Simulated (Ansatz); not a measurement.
# C3H9NOZn: up Jacob's ladder to CCSD(T)

The task here is to estimate one member of a computed series from the others.

The runs use Ansatz 0.2.0, Gaussian basis; functionals in def2-TZVPP, the program's frozen cores in correlated methods.

The runs, in order: LDA (SPW92), PBE-D4, revPBE-D4, BLYP-D4, r2SCAN-D4, B97M-V, PBE0-D4, B3LYP-D4, r2SCANh-D4, r2SCAN0-D4, HSE06-D4, BHLYP-D4, CAM-B3LYP-D4, LC-ωPBE, ωB97X-V, ωB97M-V, B2PLYP, PBE-QIDH; CCSD(T)/def2-SVP; MP2/def2-TZVPP; MP2/def2-QZVPP; RPA on PBE.

**The relaxed structure**

All runs share one geometry, relaxed beforehand with PBE0-D4 in a triple-zeta def2 set.

SMILES `CC(C)[O][Zn][NH2]`, 15 atoms, charge 0, spin multiplicity 1.

Atoms are counted from 1 here; the program's logs count them from 0.

Bond lengths: C1–C2 1.519 Å, C1–H7 1.093 Å, C1–H8 1.098 Å, C1–H9 1.092 Å, C2–C3 1.519 Å, C2–O4 1.402 Å, C2–H10 1.100 Å, C3–H11 1.098 Å, C3–H12 1.093 Å, C3–H13 1.092 Å, O4–Zn5 1.774 Å, Zn5–N6 1.810 Å, N6–H14 1.011 Å, N6–H15 1.011 Å. Angles: C2–C1–H7 111.7°, C2–C1–H8 110.2°, C2–C1–H9 110.3°, H7–C1–H8 107.7°, H7–C1–H9 108.5°, H8–C1–H9 108.3°, C1–C2–C3 111.5°, C1–C2–O4 111.5°, C1–C2–H10 108.0°, C3–C2–O4 111.5°, C3–C2–H10 108.0°, O4–C2–H10 106.1°, C2–C3–H11 110.2°, C2–C3–H12 111.7°, C2–C3–H13 110.3°, H11–C3–H12 107.7°, H11–C3–H13 108.3°, H12–C3–H13 108.5° and more.

As a file:

```xyz
15

C    -0.52718   -1.24247    1.15396
C     0.66149   -0.30889    1.00375
C     1.57854   -0.75380   -0.12249
O     0.25180    1.02142    0.83878
Zn   -0.68778    1.59798   -0.55164
N    -1.63338    2.43659   -1.84790
H    -0.21235   -2.26516    1.37886
H    -1.10747   -1.26942    0.22279
H    -1.18196   -0.89651    1.95601
H     1.23668   -0.33782    1.94137
H     1.02870   -0.77384   -1.07234
H     1.97630   -1.75732    0.05156
H     2.41637   -0.06145   -0.22532
H    -1.20686    2.46907   -2.76342
H    -2.59291    2.14162   -1.96398
```

The first run:

The input, in.yaml:

```yaml
crystal:
  periodic: [false, false, false]
  atoms:
    - {symbol: C, position_ang: [-0.527179, -1.242468, 1.153961]}
    - {symbol: C, position_ang: [0.661491, -0.308895, 1.003752]}
    - {symbol: C, position_ang: [1.578538, -0.753796, -0.122493]}
    - {symbol: O, position_ang: [0.251799, 1.021422, 0.838778]}
    - {symbol: Zn, position_ang: [-0.687783, 1.597979, -0.551638]}
    - {symbol: N, position_ang: [-1.633382, 2.436594, -1.847897]}
    - {symbol: H, position_ang: [-0.212347, -2.265161, 1.378860]}
    - {symbol: H, position_ang: [-1.107469, -1.269419, 0.222794]}
    - {symbol: H, position_ang: [-1.181961, -0.896512, 1.956011]}
    - {symbol: H, position_ang: [1.236676, -0.337822, 1.941370]}
    - {symbol: H, position_ang: [1.028702, -0.773840, -1.072344]}
    - {symbol: H, position_ang: [1.976302, -1.757317, 0.051564]}
    - {symbol: H, position_ang: [2.416370, -0.061448, -0.225324]}
    - {symbol: H, position_ang: [-1.206857, 2.469072, -2.763415]}
    - {symbol: H, position_ang: [-2.592911, 2.141620, -1.963978]}
basis:
  gaussian: {orbitals: def2-TZVPP}
hamiltonian: {xc: lda}
output: {orbitals: {seedname: orbitals}}
```

The run is started by

```
$ ansatz run in.yaml --threads 4 --pin off --events-out ev --progress --plain --max-ram 11315MiB
```

Among the steps run: LDA; PBE-D4 (GGA); revPBE-D4 (GGA); BLYP-D4 (GGA); r2SCAN-D4 (meta-GGA); B97M-V (meta-GGA); B3LYP-D4 (hybrid); r2SCANh-D4 (hybrid); r2SCAN0-D4 (hybrid); HSE06-D4 (hybrid); BHLYP-D4 (hybrid); CAM-B3LYP-D4 (range-separated); LC-ωPBE (range-separated); ωB97X-V (range-separated); ωB97M-V (range-separated); B2PLYP (double hybrid); PBE-QIDH (double hybrid).

One of the session's tables, all rows but one given; the rest of the session is left out.

It belongs to the step «Orbital energies across the functionals». 

```
  functional  HOMO (eV)  gap (eV)
 LDA (SPW92)      -5.84      4.33
      PBE-D4      -5.64      4.34
   revPBE-D4      -5.56      4.37
     BLYP-D4          ?         ?
   r2SCAN-D4      -5.90      4.93
      B97M-V      -5.95      4.68
     PBE0-D4      -7.00      6.54
    B3LYP-D4      -6.78      6.00
  r2SCANh-D4      -6.41      5.74
  r2SCAN0-D4      -7.20      6.94
    HSE06-D4      -6.59      5.77
    BHLYP-D4      -8.30      8.49
CAM-B3LYP-D4      -8.44      8.79
     LC-ωPBE      -9.82     11.41
     ωB97X-V      -9.45     10.82
     ωB97M-V      -9.38     10.39
```

Q: Estimate the row for BLYP-D4 from the others.

Worked estimate for «HOMO (eV)». Against the share of exact exchange, B3LYP-D4 (0.2, -6.78), BHLYP-D4 (0.5, -8.30) give a slope of -5.07 per unit share; at 0 the line stands at -5.77.

As computed: HOMO (eV): -5.52; gap (eV): 4.25. In «HOMO (eV)» the line misses by -0.25.
